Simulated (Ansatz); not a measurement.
# GeCl₄ (triplet): wave-function methods side by side, cc-pVDZ

The task here is to estimate one member of a computed series from the others.

Method: cc-pVDZ, core rule «outside noble gas», up to 34 orbitals frozen; program: Ansatz 0.2.0, Gaussian basis.

Plan: UHF; CCSD(T) on ROHF; CCSD(T) on UHF; BCCD(T) on ROHF; CASSCF and MRCISD+Q, 10 electrons in 10 orbitals; CASSCF and NEVPT2, 10 electrons in 10 orbitals.

8 further runs of the same task are left out: 5 that didn't finish, 3 set aside as unsound or not needed.

### The system

The geometry is a PBE0/def2-TZVP stationary point (not a proven minimum) of the parent state, kept for this charge and spin. No spin-orbit coupling is included. The filled d shell of Ge may be among the frozen orbitals whatever the setting's name suggests; the logs give the count.

5 atoms, charge 0, spin multiplicity 3.

Atoms are counted from 1 here; the program's logs count them from 0.

Bond lengths: Ge1–Cl2 2.117 Å, Ge1–Cl3 2.117 Å, Ge1–Cl4 2.117 Å, Ge1–Cl5 2.117 Å. Angles: Cl2–Ge1–Cl3 109.5°, Cl2–Ge1–Cl4 109.5°, Cl2–Ge1–Cl5 109.5°, Cl3–Ge1–Cl4 109.5°, Cl3–Ge1–Cl5 109.5°, Cl4–Ge1–Cl5 109.5°.

Coordinates:

```xyz
5
Cl4Ge
Ge    0.0000    0.0000    0.0000
Cl    1.2219    1.2222    1.2222
Cl   -1.2244   -1.2199    1.2220
Cl   -1.2198    1.2220   -1.2245
Cl    1.2223   -1.2243   -1.2197
```

Set-up of the first run:

in.yaml

```yaml
crystal:
  periodic: [false, false, false]
  atoms:
    - {symbol: Ge, position_ang: [0.000000, 0.000000, 0.000000]}
    - {symbol: Cl, position_ang: [1.221899, 1.222219, 1.222210]}
    - {symbol: Cl, position_ang: [-1.224410, -1.219908, 1.222006]}
    - {symbol: Cl, position_ang: [-1.219807, 1.221998, -1.224519]}
    - {symbol: Cl, position_ang: [1.222318, -1.224309, -1.219697]}
basis:
  gaussian: {orbitals: cc-pVDZ}
magnetization: {spin_polarized: true, initial_magnetization: 2}
hamiltonian: {xc: hf}
output: {orbitals: {seedname: orbitals}}
```

Command:

```bash
> ansatz run in.yaml --threads 1 --pin off --events-out ev --progress --plain --max-ram 4096MiB --backend cpu
```

Steps of the session up to this table: UHF; CCSD(T) on ROHF; CCSD(T) on UHF; BCCD(T) on ROHF; CASSCF and MRCISD+Q, 10 electrons in 10 orbitals; CASSCF and NEVPT2, 10 electrons in 10 orbitals.

One table of the session follows, with a row left open; its other results are not shown here.

It belongs to the step «Misses and costs». 

```
           method  from RCCSD(T) (kcal/mol)
             RMP2                         ?
             UMP2                    +40.37
            RCCSD                    +17.79
            UCCSD                    +17.62
         RCCSD(T)                         0
         UCCSD(T)                     +0.69
          BCCD(T)                     +0.55
  CASSCF frontier                   +385.91
  MRCISD frontier                    +73.99
MRCISD+Q frontier                    +18.52
```

Estimate the missing values for RMP2.

**Answer.** from RCCSD(T) (kcal/mol): +38.75. In the column «from RCCSD(T) (kcal/mol)» it lies between MRCISD+Q frontier (+18.52) and UMP2 (+40.37).

Not comparable, so not listed: CASSCF and NEVPT2, 10 electrons in 10 orbitals (they don't share determinant, frozen orbitals or solution with the rows shown, or repeat one).

Left out of the table: ROHF, UHF (another determinant or state than the rows shown).

Limits of these values: The report flags that the cluster equations may have other roots. The program flags RCCSD(T), UCCSD(T), BCCD(T) as in doubt, so the zero of the table is itself unsure. Warnings: coupled cluster took another determinant than the lowest; large T1 diagnostic. Restricted and unrestricted rows rest on different reference determinants; where their highest levels disagree by more than a few hundredths of an eV, they describe different states and don't form one ladder. Warnings in the runs' records: passed over end.
